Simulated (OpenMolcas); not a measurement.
# Mo³⁺: CASSCF and CASPT2 terms and fine-structure levels, part 2 of 2

Aim: the low terms and levels of Mo³⁺, with their order and spacing, then second-order correlation under several settings.

OpenMolcas 26.06; ANO-R1, X2C, active space 3 electrons in 5 orbitals (4d), orbitals: per spin and parity. The steps go on from the part before.

### Step 6. CASPT2: IPEA 0.25, imaginary shift 0.1 (closed shells correlated: 4s 4p)

Contents of a.inp:

```
>>> COPY JOB001 $Project.JobIph
&CASPT2
Multistate=10 1 2 3 4 5 6 7 8 9 10
Frozen=8 6
IPEA=0.25
Imaginary=0.1
MaxIter=60
WThr=0.0 0.3 0.05
PrWF=0.5
NoMix
>>> COPY JOB002 $Project.JobIph
&CASPT2
Multistate=40 1 2 3 4 5 6 7 8 9 10 11 12 13 14 15 16 17 18 19 20 21 22
23 24 25 26 27 28 29 30 31 32 33 34 35 36 37 38 39 40
Frozen=8 6
IPEA=0.25
Imaginary=0.1
MaxIter=60
WThr=0.0 0.3 0.05
PrWF=0.5
NoMix
```

Started as:

```console
$ OMP_NUM_THREADS=1 MOLCAS_MEM=1689 MOLCAS_PROJECT=a pymolcas a.inp > a.log
```

Log:

```text
Orbital specifications:
      -----------------------

      Symmetry species                           1   2
                                                ag  au
      Frozen orbitals                            8   6
      Inactive orbitals                          1   3
      Active orbitals                            5   0
      Secondary orbitals                         7  10
      Deleted orbitals                           0   0
      Number of basis functions                 21  19
Type of calculation                        MS-CASPT2
      Fock operator                              state-specific
      IPEA shift                                 0.25
      Real shift                                 0.00
      Imaginary shift                            0.10
      The input orbitals will be transformed to quasi-canonical
Reference energy:       -4044.4801055903
      E2 (Non-variational):      -0.1706886882
      Shift correction:          -0.0001138080
      E2 (Variational):          -0.1708024962
      Total energy:           -4044.6509080865
      Residual norm:              0.0000000765
      Reference weight:           0.95920
      Contributions to the CASPT2 correlation energy
      Active & Virtual Only:         -0.0134174357
      One Inactive Excited:          -0.0790841885
      Two Inactive Excited:          -0.0781870639
Reference energy:       -4044.4801055903
      E2 (Non-variational):      -0.1688558593
      Shift correction:          -0.0001081142
      E2 (Variational):          -0.1689639735
      Total energy:           -4044.6490695638
      Residual norm:              0.0000000530
      Reference weight:           0.96024
      Contributions to the CASPT2 correlation energy
      Active & Virtual Only:         -0.0127422037
      One Inactive Excited:          -0.0783693860
      Two Inactive Excited:          -0.0777442696
::    CASPT2 Root  1     Total energy:  -4044.65090809
::    CASPT2 Root  2     Total energy:  -4044.64906956
::    CASPT2 Root  3     Total energy:  -4044.65103905
::    CASPT2 Root  4     Total energy:  -4044.64905743
::    CASPT2 Root  5     Total energy:  -4044.65071788
::    CASPT2 Root  6     Total energy:  -4044.65024573
::    CASPT2 Root  7     Total energy:  -4044.64955616
::    CASPT2 Root  8     Total energy:  -4044.60345065
::    CASPT2 Root  9     Total energy:  -4044.60345061
::    CASPT2 Root 10     Total energy:  -4044.60345064
::    MS-CASPT2 Root  1     Total energy:  -4044.65161292
::    MS-CASPT2 Root  2     Total energy:  -4044.65125332
::    MS-CASPT2 Root  3     Total energy:  -4044.65065227
::    MS-CASPT2 Root  4     Total energy:  -4044.65015109
::    MS-CASPT2 Root  5     Total energy:  -4044.64988182
::    MS-CASPT2 Root  6     Total energy:  -4044.64864780
::    MS-CASPT2 Root  7     Total energy:  -4044.64844559
::    MS-CASPT2 Root  8     Total energy:  -4044.60344331
::    MS-CASPT2 Root  9     Total energy:  -4044.60343202
::    MS-CASPT2 Root 10     Total energy:  -4044.60342569
Orbital specifications:
      -----------------------

      Symmetry species                           1   2
                                                ag  au
      Frozen orbitals                            8   6
      Inactive orbitals                          1   3
      Active orbitals                            5   0
      Secondary orbitals                         7  10
      Deleted orbitals                           0   0
      Number of basis functions                 21  19
Type of calculation                        MS-CASPT2
      Fock operator                              state-specific
      IPEA shift                                 0.25
      Real shift                                 0.00
      Imaginary shift                            0.10
      The input orbitals will be transformed to quasi-canonical
Reference energy:       -4044.4207066100
      E2 (Non-variational):      -0.1771814453
      Shift correction:          -0.0001467322
      E2 (Variational):          -0.1773281775
      Total energy:           -4044.5980347875
      Residual norm:              0.0000001281
      Reference weight:           0.95599
      Contributions to the CASPT2 correlation energy
      Active & Virtual Only:         -0.0158431244
      One Inactive Excited:          -0.0819283464
      Two Inactive Excited:          -0.0794099745
Reference energy:       -4044.4207066100
      E2 (Non-variational):      -0.1771929137
      Shift correction:          -0.0001417954
      E2 (Variational):          -0.1773347090
      Total energy:           -4044.5980413190
      Residual norm:              0.0000001172
      Reference weight:           0.95610
      Contributions to the CASPT2 correlation energy
      Active & Virtual Only:         -0.0157792808
      One Inactive Excited:          -0.0819484207
      Two Inactive Excited:          -0.0794652121
::    CASPT2 Root  1     Total energy:  -4044.59803479
::    CASPT2 Root  2     Total energy:  -4044.59804132
::    CASPT2 Root  3     Total energy:  -4044.59803122
::    CASPT2 Root  4     Total energy:  -4044.59804281
::    CASPT2 Root  5     Total energy:  -4044.59804961
::    CASPT2 Root  6     Total energy:  -4044.59795297
::    CASPT2 Root  7     Total energy:  -4044.59802289
::    CASPT2 Root  8     Total energy:  -4044.59827210
::    CASPT2 Root  9     Total energy:  -4044.59802333
::    CASPT2 Root 10     Total energy:  -4044.57881772
::    CASPT2 Root 11     Total energy:  -4044.57934604
::    CASPT2 Root 12     Total energy:  -4044.57988580
::    CASPT2 Root 13     Total energy:  -4044.58073018
::    CASPT2 Root 14     Total energy:  -4044.57860619
::    CASPT2 Root 15     Total energy:  -4044.57801513
::    CASPT2 Root 16     Total energy:  -4044.57804837
::    CASPT2 Root 17     Total energy:  -4044.57820981
::    CASPT2 Root 18     Total energy:  -4044.57997932
::    CASPT2 Root 19     Total energy:  -4044.57832409
::    CASPT2 Root 20     Total energy:  -4044.57828464
::    CASPT2 Root 21     Total energy:  -4044.58054040
::    CASPT2 Root 22     Total energy:  -4044.57935076
::    CASPT2 Root 23     Total energy:  -4044.57920980
::    CASPT2 Root 24     Total energy:  -4044.57879348
::    CASPT2 Root 25     Total energy:  -4044.57893480
::    CASPT2 Root 26     Total energy:  -4044.57900051
::    CASPT2 Root 27     Total energy:  -4044.57883227
::    CASPT2 Root 28     Total energy:  -4044.57872922
::    CASPT2 Root 29     Total energy:  -4044.53371438
::    CASPT2 Root 30     Total energy:  -4044.53382544
```

This run: 4.1 s of run time, 1 thread, shared host.

SS-CASPT2: lowest energy less the reference's lowest, -0.1700 hartree; reference weights 0.950 to 0.960. These are the single-state energies of the run (the lines without MS-).

Spin-free terms, from the roots grouped by L:

```csv
configuration,term,E (cm-1),spread (cm-1)
4d3,4F,0.0,435
4d3,4P,10240,0
4d3,2G,11420,70
4d3,2P,15450,177
4d3,2H,15610,487
4d3,2D(1),15630,60
4d3,2F,25510,92
4d3,2D(2),40340,6
```

Fine-structure levels, from the RASSI matrix with the averaged CASPT2 term energies on its diagonal:

| Configuration | Term | J | E (cm-1) | Leading % | Second |
| --- | --- | --- | --- | --- | --- |
| 4d3 | 4F | 3/2 | 0.0 | 99 |  |
| 4d3 | 4F | 5/2 | 771 | 100 |  |
| 4d3 | 4F | 7/2 | 1748 | 100 |  |
| 4d3 | 4F | 9/2 | 2860 | 99 |  |
| 4d3 | 4P | 1/2 | 11170 | 97 | 3 2P |
| 4d3 | 4P | 3/2 | 11270 | 91 | 8 2P |
| 4d3 | 4P | 5/2 | 12340 | 99 |  |
| 4d3 | 2G | 7/2 | 12620 | 99 |  |
| 4d3 | 2G | 9/2 | 13380 | 87 | 12 2H |
| 4d3 | 2D(1) | 3/2 | 15840 | 64 | 29 2P |
| 4d3 | 2P | 1/2 | 16900 | 97 | 3 4P |
| 4d3 | 2H | 9/2 | 17400 | 88 | 12 2G |
| 4d3 | 2H | 11/2 | 17810 | 100 |  |
| 4d3 | 2D(1) | 5/2 | 18000 | 99 |  |
| 4d3 | 2P | 3/2 | 19030 | 63 | 34 2D(1) |
| 4d3 | 2F | 7/2 | 27160 | 100 |  |
| 4d3 | 2F | 5/2 | 27490 | 99 |  |
| 4d3 | 2D(2) | 5/2 | 42100 | 99 |  |
| 4d3 | 2D(2) | 3/2 | 42480 | 100 |  |

### Step 7. CASPT2: IPEA 0, imaginary shift 0.1 (closed shells correlated: 4s 4p), extended multistate

Contents of a.inp:

```
>>> COPY JOB001 $Project.JobIph
&CASPT2
XMultistate=10 1 2 3 4 5 6 7 8 9 10
Frozen=8 6
IPEA=0.0
Imaginary=0.1
MaxIter=60
WThr=0.0 0.3 0.05
PrWF=0.5
NoMix
>>> COPY JOB002 $Project.JobIph
&CASPT2
XMultistate=40 1 2 3 4 5 6 7 8 9 10 11 12 13 14 15 16 17 18 19 20 21 22
23 24 25 26 27 28 29 30 31 32 33 34 35 36 37 38 39 40
Frozen=8 6
IPEA=0.0
Imaginary=0.1
MaxIter=60
WThr=0.0 0.3 0.05
PrWF=0.5
NoMix
```

Log, shortened:

```text
[...]
      Active orbitals                            5   0
[...]
      E2 (Variational):          -0.1860460777
      Total energy:           -4044.6661516680
[...]
::    XMS-CASPT2 Root  1     Total energy:  -4044.66126958
::    XMS-CASPT2 Root  2     Total energy:  -4044.66126822
[...]
::    XMS-CASPT2 Root 27     Total energy:  -4044.58759111
::    XMS-CASPT2 Root 28     Total energy:  -4044.58758788
::    XMS-CASPT2 Root 29     Total energy:  -4044.54394917
::    XMS-CASPT2 Root 30     Total energy:  -4044.54394418
```

This run took 3.7 s in all on 1 thread, shared host.

XMS-CASPT2: lowest energy less the reference's lowest, -0.1812 hartree; reference weights 0.945 to 0.954.

Levels with spin-orbit coupling, from the RASSI matrix with the averaged CASPT2 term energies on its diagonal:

| Configuration | Term | J | E (cm-1) | g | Leading % | Second |
| --- | --- | --- | --- | --- | --- | --- |
| 4d3 | 4F | 3/2 | 0.0 | 0.403 | 99 |  |
| 4d3 | 4F | 5/2 | 770 | 1.029 | 100 |  |
| 4d3 | 4F | 7/2 | 1748 | 1.237 | 100 |  |
| 4d3 | 4F | 9/2 | 2870 | 1.331 | 99 |  |
| 4d3 | 4P | 1/2 | 11030 | 2.582 | 96 | 4 2P |
| 4d3 | 4P | 3/2 | 11090 | 1.681 | 89 | 10 2P |
| 4d3 | 4P | 5/2 | 12240 | 1.597 | 99 |  |
| 4d3 | 2G | 7/2 | 12940 | 0.891 | 99 |  |
| 4d3 | 2G | 9/2 | 13720 | 1.093 | 88 | 10 2H |
| 4d3 | 2D(1) | 3/2 | 15550 | 1.118 | 47 | 43 2P |
| 4d3 | 2P | 1/2 | 15930 | 0.754 | 96 | 4 4P |
| 4d3 | 2H | 9/2 | 17930 | 0.930 | 89 | 10 2G |
| 4d3 | 2D(1) | 5/2 | 18130 | 1.203 | 99 |  |
| 4d3 | 2H | 11/2 | 18360 | 1.091 | 100 |  |
| 4d3 | 2D(1) | 3/2 | 18530 | 1.066 | 51 | 47 2P |
| 4d3 | 2F | 7/2 | 27400 | 1.143 | 100 |  |
| 4d3 | 2F | 5/2 | 27720 | 0.860 | 99 |  |
| 4d3 | 2D(2) | 5/2 | 42190 | 1.199 | 99 |  |
| 4d3 | 2D(2) | 3/2 | 42560 | 0.800 | 100 |  |

### Step 8. The methods side by side

A. CASSCF
B. SS-CASPT2, IPEA 0.25, imaginary shift 0.1 (closed shells correlated: 4s 4p)
C. XMS-CASPT2, IPEA 0, imaginary shift 0.1 (closed shells correlated: 4s 4p)

Energies in cm-1 above each method's lowest level; measured values from Sugar and Musgrove, J. Phys. Chem. Ref. Data 17, 155 (1988).

```csv
level,A,B,C,measured
4d3 4F 3/2,0.0,0.0,0.0,0.0
4d3 4F 5/2,755,771,770,778
4d3 4F 7/2,1727,1748,1748,1760
4d3 4F 9/2,2855,2860,2870,2865
4d3 4P 1/2,13101,11170,11030,10338
4d3 4P 3/2,13194,11270,11090,10331
4d3 2G 7/2,14206,12620,12940,11580
4d3 4P 5/2,14295,12340,12240,11612
4d3 2G 9/2,14930,13380,13720,12311
4d3 2P 1/2,18499,16900,15930,14348
4d3 2H 9/2,18845,17400,17930,15995
4d3 2H 11/2,19237,17810,18360,16357
4d3 2D 5/2(1),21005,18000,18130,16809
4d3 2F 7/2,30775,27160,27400,24787
4d3 2F 5/2,31123,27490,27720,25100
4d3 2D 5/2(2),47814,42100,42190,38922
4d3 2D 3/2(2),48216,42480,42560,39231
```

Mean absolute deviation from the 14 measured excited levels that all methods hold: A 3200 cm⁻¹, B 1300 cm⁻¹, C 1300 cm⁻¹. Up to 2 pairs a method lay far off the configuration's other pairs, were taken for wrong labels and left out, so the means can look smaller than they are.

### Step 9. Summary of results

This closing draws on all 2 parts.

```
                                                                                   quantity                                                                        value
                                                                                     method  SS-CASPT2, IPEA 0.25, imaginary shift 0.1 (closed shells correlated: 4s 4p)
                                                                               lowest level                                     4d3 4F 3/2, 99 % of that term, g = 0.403
                                                                ground level listed by NIST                                                                        4F3/2
                                                                        first excited level                                                       4d3 4F 5/2 at 771 cm-1
                                                               lowest level of another term                                                     4d3 4P 1/2 at 11170 cm-1
                                                    spin-orbit lowering of the lowest level                                                                    1797 cm-1
strongest of the lines computed, by gA (one parity, so forbidden lines), at CASSCF energies                       4d3 2D 5/2(2) → 4d3 2G 9/2, 304.1 nm, A = 1.18e+01 s⁻¹
```

Cost and accuracy by method:

```csv
method,time of its own steps,time with the reference,mean absolute difference from the measured levels (cm-1)
A. CASSCF,8.7 s,8.7 s,3200
"B. SS-CASPT2, IPEA 0.25, imaginary shift 0.1, +4s 4p",4.1 s,13 s,1300
"C. XMS-CASPT2, IPEA 0, imaginary shift 0.1, +4s 4p",3.7 s,12 s,1300
```

Times are of one thread on a shared host.

The multiplet 4F is regular; its intervals divided by the larger J differ by 22 % of their mean, where Landé's rule for pure LS coupling makes them equal. Second-order correlation (method B) scales the levels of the lowest configuration above 5000 cm⁻¹ by 0.85 to 0.93. Method B lies closest to the measured levels (1300 cm⁻¹ on average) and A farthest (3200). Only the configurations of the active space and the roots asked for are present. CASPT2 does not keep the components of a term degenerate, and the means are used. The basis is small and contracted for the neutral atom, so it is rough for this charge. Only valence configurations of the active space appear, up to the ionisation limit; * or ° marks odd parity.
